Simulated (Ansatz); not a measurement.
# GeH5NS2: the cost of one run

Program: Ansatz 0.2.0 through its Python package. Level of theory: PBE/def2-SVP. These are calculated values, not measurements.

## 1. Starting point

Bond lengths: N1–Ge2 1.808 Å, Ge2–S3 2.204 Å, S3–S4 2.032 Å, N1–H5 1.082 Å, N1–H6 1.054 Å, Ge2–H7 1.570 Å, Ge2–H8 1.506 Å, S4–H9 1.428 Å. Angles: N1–Ge2–S3 109.5°, N1–Ge2–H7 108.2°, N1–Ge2–H8 110.9°, S3–Ge2–H7 109.1°, S3–Ge2–H8 109.5°, H7–Ge2–H8 109.5°, Ge2–N1–H5 108.5°, Ge2–N1–H6 111.4°, H5–N1–H6 103.3°, Ge2–S3–S4 94.2°, S3–S4–H9 94.8°.

geh5ns2.xyz, read by the script:

```xyz
9

N    -0.09390    0.85170   -1.47890
Ge    0.46180   -0.58720   -0.53550
S     1.02310    0.03890    1.50140
S    -0.88660    0.44170    2.06660
H    -0.97460    1.25700   -0.99910
H     0.60080    1.64240   -1.41940
H     1.72210   -1.18720   -1.25440
H    -0.61980   -1.63180   -0.46130
H    -1.14450   -0.87180    2.56340
```

## 2. The script

Input file field_geh5ns2.py:

```python
"""Response of GeH5NS2 to a pair of distant point charges."""

import ansatz
import numpy as np

BASIS = "def2-SVP"
XC = "pbe"


def main() -> None:
    geometry = ansatz.Crystal.molecule_from_extxyz("geh5ns2.xyz")

    calculation = (
        geometry.calculation()
        .basis(gaussian=BASIS)
        .functional(XC)
        .accuracy("medium")
        .scf(lower_state_search="light")
        .forces()
    )
    # charges +q and -q at -R and +R make a nearly even field 2 k q / R^2 at the centre
    centre = np.mean([site.position_ang for site in geometry.cartesian_sites], axis=0)
    field = 2 * 14.399645 * 2.0 / 40.0 ** 2


    def dipole(axis, sign):
        arm = 40.0 * np.eye(3)[axis]
        pair = [{"charge": sign * 2.0, "position_ang": (centre - arm).tolist()}, {"charge": -sign * 2.0, "position_ang": (centre + arm).tolist()}]
        deck = calculation.input().set(ansatz.key.basis.gaussian.point_charges, pair)
        return np.array(ansatz.Session.from_dict(deck).plan().execute().report["charge_distribution"]["dipole_moment_e_ang"])


    print(f"field {field:.4f} V/A")
    alpha = np.array([(dipole(axis, 1) - dipole(axis, -1)) / (2 * field) * 14.399645 for axis in range(3)])
    print("polarisability tensor (A^3)")
    print(np.array2string(alpha, precision=3, suppress_small=True))
    print(f"mean {np.trace(alpha) / 3:.3f} A^3 = {np.trace(alpha) / 3 / 0.14818471:.2f} bohr^3")


if __name__ == "__main__":
    main()
```

## 3. The input behind the calls

The package turns the script's settings into the engine's input (first run):

```yaml
crystal:
  periodic: [false, false, false]
  atoms:
    - { symbol: "N", position_ang: [-0.0939, 0.8517, -1.4789] }
    - { symbol: Ge, position_ang: [0.4618, -0.5872, -0.5355] }
    - { symbol: S, position_ang: [1.0231, 0.0389, 1.5014] }
    - { symbol: S, position_ang: [-0.8866, 0.4417, 2.0666] }
    - { symbol: H, position_ang: [-0.9746, 1.257, -0.9991] }
    - { symbol: H, position_ang: [0.6008, 1.6424, -1.4194] }
    - { symbol: H, position_ang: [1.7221, -1.1872, -1.2544] }
    - { symbol: H, position_ang: [-0.6198, -1.6318, -0.4613] }
    - { symbol: H, position_ang: [-1.1445, -0.8718, 2.5634] }
accuracy: medium
basis:
  gaussian:
    orbitals: def2-SVP
    point_charges:
      - { charge: 2.0, position_ang: [-39.99017777777778, -0.005144444444444433, -0.001911111111111098] }
      - { charge: -2.0, position_ang: [40.00982222222222, -0.005144444444444433, -0.001911111111111098] }
hamiltonian:
  xc: pbe
scf:
  lower_state_search: light
output:
  forces: true
```

## 4. The run

On the command line:

```console
> python field_geh5ns2.py
```

**Question.** How long does this script take on 1 thread of Arm Neoverse V2, shared host, and how much memory does it need?

About 18 s, with a peak of 0.22 GiB.
